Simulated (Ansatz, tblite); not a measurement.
**ZrHF3: charged states by level of theory**

An exercise on one series of results from a longer session: the logs are not shown, and one member is left open.

The runs use Ansatz 0.2.0, Gaussian basis; as each input shows.

The runs, in order: charge +1 doublet, at the geometry of the singlet (PBE0-D4/def2-TZVP, PBE-D4/def2-TZVP, r2SCAN-D4/def2-TZVP, CCSD(T)/def2-TZVPP); charge -1 doublet, at the geometry of the singlet (PBE0-D4/def2-TZVPD, PBE-D4/def2-TZVPD, r2SCAN-D4/def2-TZVPD); the starting singlet's energies come from earlier runs.

2 further runs of the same task are left out: 2 set aside as unsound or not needed.

## The structure

The singlet was relaxed beforehand with PBE0-D4/def2-TZVP.

5 atoms, charge 0, spin multiplicity 1.

Atoms are counted from 1 here; the program's logs count them from 0.

Bond lengths: Zr1–H2 1.845 Å, Zr1–F3 1.889 Å, Zr1–F4 1.889 Å, Zr1–F5 1.889 Å. Angles: H2–Zr1–F3 106.9°, H2–Zr1–F4 106.9°, H2–Zr1–F5 106.9°, F3–Zr1–F4 111.9°, F3–Zr1–F5 111.9°, F4–Zr1–F5 111.9°.

As a file:

```xyz
5

Zr   -0.0002    0.0004   -0.0399
H     0.0104   -0.0174    1.8054
F     1.8047    0.0102   -0.5989
F    -0.9112    1.5692   -0.5682
F    -0.9036   -1.5623   -0.5983
```

Formally the metal is d0. Zr takes a core potential in the def2 sets. No spin-orbit coupling is included.

Set-up of the first run:

Contents of in.yaml:

```yaml
crystal:
  periodic: [false, false, false]
  atoms:
    - {symbol: Zr, position_ang: [-0.000207, 0.000407, -0.039916]}
    - {symbol: H, position_ang: [0.010362, -0.017434, 1.805408]}
    - {symbol: F, position_ang: [1.804670, 0.010163, -0.598907]}
    - {symbol: F, position_ang: [-0.911205, 1.569198, -0.568235]}
    - {symbol: F, position_ang: [-0.903620, -1.562333, -0.598340]}
basis:
  gaussian: {orbitals: def2-SVP}
total_charge: 1
magnetization: {spin_polarized: true, initial_magnetization: 1}
hamiltonian: {xc: pbe0, dispersion: d4}
output: {orbitals: {seedname: orbitals}}
```

Command:

```console
> ansatz run in.yaml --threads 2 --pin off --events-out ev --progress --plain --max-ram 4352MiB
```

Among the steps run: Charge +1 doublet at the fixed geometry, first pass, PBE0-D4/def2-SVP; Charge +1 doublet at the fixed geometry, PBE0-D4/def2-TZVP; Charge +1 doublet at the fixed geometry, PBE-D4/def2-TZVP; Charge +1 doublet at the fixed geometry, r2SCAN-D4/def2-TZVP; Charge +1 doublet at the fixed geometry, CCSD(T)/def2-TZVPP.

One of the session's tables, all rows but one given; the rest of the session is left out.

| method | vertical ionisation energy (eV) |
| --- | --- |
| HF/def2-TZVPP | ? |
| PBE-D4/def2-TZVP | 11.36 |
| r2SCAN-D4/def2-TZVP | 11.45 |
| PBE0-D4/def2-TZVP | 11.59 |
| MP2/def2-TZVPP | 11.44 |
| CCSD/def2-TZVPP | 11.74 |
| CCSD(T)/def2-TZVPP | 11.64 |

**Question.** Estimate the row for HF/def2-TZVPP.

**Answer.** vertical ionisation energy (eV): 10.93. In the column «vertical ionisation energy (eV)» it is the lowest.
